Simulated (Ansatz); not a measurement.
Run this with Ansatz's Python interface and show what comes out.

`cas.py`
```python
"""Active-space calculation on ClGaH2."""

import ansatz
from ase import Atoms

BASIS_SET = "def2-SVP"

atoms = Atoms(["Cl", "Ga", "H", "H"], positions=[
    (-1.6931, 0.4095, -0.7847),
    (0.2702, -0.0455, 0.0984),
    (0.484, -1.3943, -0.1301),
    (0.9945, 0.9701, 0.7961),
])
molecule = ansatz.Crystal.molecule_from_ase(atoms)

setup = (
    molecule.calculation()
    .basis(gaussian=BASIS_SET)  # the orbital basis, by name
    .correlation(active_electrons=4, active_orbitals=5)
)
for method in [None]:
    r = (setup if method is None else setup.correlation(method)).run().report
    space = r["configurations"]
    state = space["states"][0]
    print(method or "casscf", f"total {r['free_energy_ev'] / 27.211386246:.6f} Ha, active-space state {state['energy']['hartree']:.6f} Ha, mean field {r['reference_energy_ev'] / 27.211386246:.6f} Ha")
    print("  determinants", state["n_determinants"], " natural occupations", [round(n, 3) for n in space["natural_occupations"]])
```

```console
$ python cas.py
casscf total -2383.581600 Ha, active-space state -2383.581600 Ha, mean field -2383.544977 Ha
  determinants 100  natural occupations [1.983, 1.98, 0.016, 0.015, 0.006]
```

What to keep in mind:
- These settings explore the input space; basis and method may be short of convergence.
- The geometry is a force-field or estimated start, not a minimum of this method, and the basis set is short of its limit. The active space starts as a window about the frontier orbitals and is then optimised, not chosen by chemistry.
- It ran for 12 s on 1 thread of Arm Neoverse V2 (shared host), peak memory 0.21 GiB.
